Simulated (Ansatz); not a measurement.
Predict the output of the script below (Ansatz 0.2.0, Python API).

`c2h4cl2si_freq.py`
```python
"""Harmonic frequencies of C2H4Cl2Si at its relaxed geometry."""

from dataclasses import dataclass
import itertools
import logging
import sys
import warnings

import ansatz
from ase.data import atomic_numbers, covalent_radii
import numpy as np

logging.basicConfig(stream=sys.stdout, format="[%(levelname)s] %(message)s")
log = logging.getLogger("ansatz_job")
log.setLevel(logging.INFO)


@dataclass(frozen=True)
class Options:
    basis: str = "def2-SVP"
    functional: str = "CAM-B3LYP"


opts = Options()

GEOMETRY = """
Cl   -1.01360   -1.76960    1.42280
C    -0.26680   -0.25980    0.90500
C     0.81960   -0.34630   -0.07960
Si   -0.69800    0.52070   -0.65860
Cl   -0.30270    2.47440   -0.88950
H    -0.14700    0.41550    1.75650
H     1.70710    0.34260    0.01660
H     1.06810   -1.25290   -0.60540
H    -1.07830   -0.17080   -1.88510
"""


def main() -> None:
    warnings.simplefilter("ignore", ansatz.DeckWarning)

    molecule = ansatz.Crystal.molecule()
    for line in GEOMETRY.strip().splitlines():
        symbol, *xyz = line.split()
        molecule = molecule.atom(symbol, [float(v) for v in xyz])

    base = (
        molecule.calculation()
        .basis(gaussian=opts.basis)  # atom-centred Gaussian functions
        .functional(opts.functional)
    )
    symbols = [site.symbol for site in molecule.cartesian_sites]
    start = np.array([site.position_ang for site in molecule.cartesian_sites], dtype=float)
    def progress(event):
        if event["event"] == "relax_step":
            row = event["data"]
            log.info(f"step {row['step']:3d}  E = {row['lagrangian_ev']:.6f} eV  largest force component {row['allowed_force_max_ev_ang']:.4f} eV/A")


    summary = base.relax(force_tolerance=0.003).session().plan().execute(on_event=progress).report
    end = np.array(summary["positions_ang"])

    # pairs closer than 1.2 times the sum of covalent radii, before or after
    radius = [covalent_radii[atomic_numbers[s]] for s in symbols]
    span = lambda where, i, j: np.linalg.norm(where[i] - where[j])
    bonded = [(i, j) for i, j in itertools.combinations(range(len(symbols)), 2) if min(span(start, i, j), span(end, i, j)) < 1.2 * (radius[i] + radius[j])]
    log.info("pair        before    after (A)")
    for i, j in bonded:
        print(f"{symbols[i]}{i}-{symbols[j]}{j}".ljust(10), f"{span(start, i, j):8.4f} {span(end, i, j):8.4f}")

    # same settings at the minimum
    minimum = ansatz.Crystal.molecule()
    for symbol, place in zip(symbols, end):
        minimum = minimum.atom(symbol, place.tolist())
    vibrating = (
        minimum.calculation()
        .basis(gaussian=opts.basis)
        .functional(opts.functional)
        .phonons(temperatures=(100, 500, 100))
    )
    vib = vibrating.run(threads=1, pin="off").report["vibrations"]
    sums = vib["harmonic_sums"]
    modes = [m["omega_inv_cm"] for m in sums["modes_at_gamma"] if m["rigid_motion"] == "no"]
    for number, w in enumerate(modes, start=1):
        log.info(f"mode {number:2d} {w:9.1f} 1/cm {w / 8065.544 * 1000:8.2f} meV")
    print("imaginary modes:", sum(w < 0 for w in modes), " zero-point energy:", round(sums["zero_point_energy_ev"], 4), "eV")
    log.info("T (K)   F_vib (eV)   S_vib (meV/K)   C_vib (meV/K)")
    for row in zip(sums["temperatures_k"], sums["vibrational_free_energy_ev"], vib["entropy_ev_per_k"], vib["heat_capacity_ev_per_k"]):
        log.info(f"{row[0]:6.1f} {row[1]:11.4f} {1000 * row[2]:13.4f} {1000 * row[3]:15.4f}")


if __name__ == "__main__":
    main()
```

```console
$ python c2h4cl2si_freq.py
[INFO] step   1  E = -35049.098036 eV  largest force component 2.2853 eV/A
[INFO] step   2  E = -35049.568908 eV  largest force component 1.2772 eV/A
[INFO] step   3  E = -35049.689942 eV  largest force component 0.5754 eV/A
[INFO] step   4  E = -35049.715012 eV  largest force component 0.2837 eV/A
[INFO] step   5  E = -35049.726427 eV  largest force component 0.1161 eV/A
[INFO] step   6  E = -35049.727741 eV  largest force component 0.0310 eV/A
[INFO] step   7  E = -35049.727895 eV  largest force component 0.0122 eV/A
[INFO] step   8  E = -35049.727891 eV  largest force component 0.0124 eV/A
[INFO] step   9  E = -35049.727913 eV  largest force component 0.0019 eV/A
[INFO] pair        before    after (A)
Cl0-C1       1.7622   1.7738
C1-C2        1.4687   1.5520
C1-Si3       1.8000   1.8478
C1-H5        1.0934   1.0941
C2-Si3       1.8412   1.8429
C2-H6        1.1276   1.0953
C2-H7        1.0771   1.0958
Si3-Cl4      2.0066   2.0554
Si3-H8       1.4585   1.4714
[INFO] mode  1     108.3 1/cm    13.42 meV
[INFO] mode  2     147.2 1/cm    18.25 meV
[INFO] mode  3     188.4 1/cm    23.36 meV
[INFO] mode  4     353.5 1/cm    43.82 meV
[INFO] mode  5     499.5 1/cm    61.93 meV
[INFO] mode  6     577.1 1/cm    71.55 meV
[INFO] mode  7     635.2 1/cm    78.75 meV
[INFO] mode  8     702.1 1/cm    87.05 meV
[INFO] mode  9     715.9 1/cm    88.76 meV
[INFO] mode 10     768.4 1/cm    95.27 meV
[INFO] mode 11     831.3 1/cm   103.07 meV
[INFO] mode 12     948.9 1/cm   117.65 meV
[INFO] mode 13    1012.8 1/cm   125.58 meV
[INFO] mode 14    1035.9 1/cm   128.44 meV
[INFO] mode 15    1097.0 1/cm   136.01 meV
[INFO] mode 16    1249.3 1/cm   154.89 meV
[INFO] mode 17    1390.4 1/cm   172.39 meV
[INFO] mode 18    2334.5 1/cm   289.44 meV
[INFO] mode 19    3131.6 1/cm   388.27 meV
[INFO] mode 20    3182.9 1/cm   394.63 meV
[INFO] mode 21    3219.9 1/cm   399.22 meV
imaginary modes: 0  zero-point energy: 1.4959 eV
[INFO] T (K)   F_vib (eV)   S_vib (meV/K)   C_vib (meV/K)
[INFO]  100.0      1.4921        0.1189          0.1996
[INFO]  200.0      1.4701        0.3226          0.4214
[INFO]  300.0      1.4271        0.5398          0.6634
[INFO]  400.0      1.3620        0.7596          0.8653
[INFO]  500.0      1.2755        0.9699          1.0178
```

Notes:
- These settings explore the input space; basis and method may be short of convergence.
- The frequencies are harmonic and unscaled, in a modest basis. The result belongs to the one conformer reached from this start, and soft torsions count as harmonic oscillators.
- Hardware and time: 4.6 min on 1 thread of Arm Neoverse V1, with other jobs on the host, peak memory 0.36 GiB.

(Lines on the test bed's own set-up are left out of the output.)
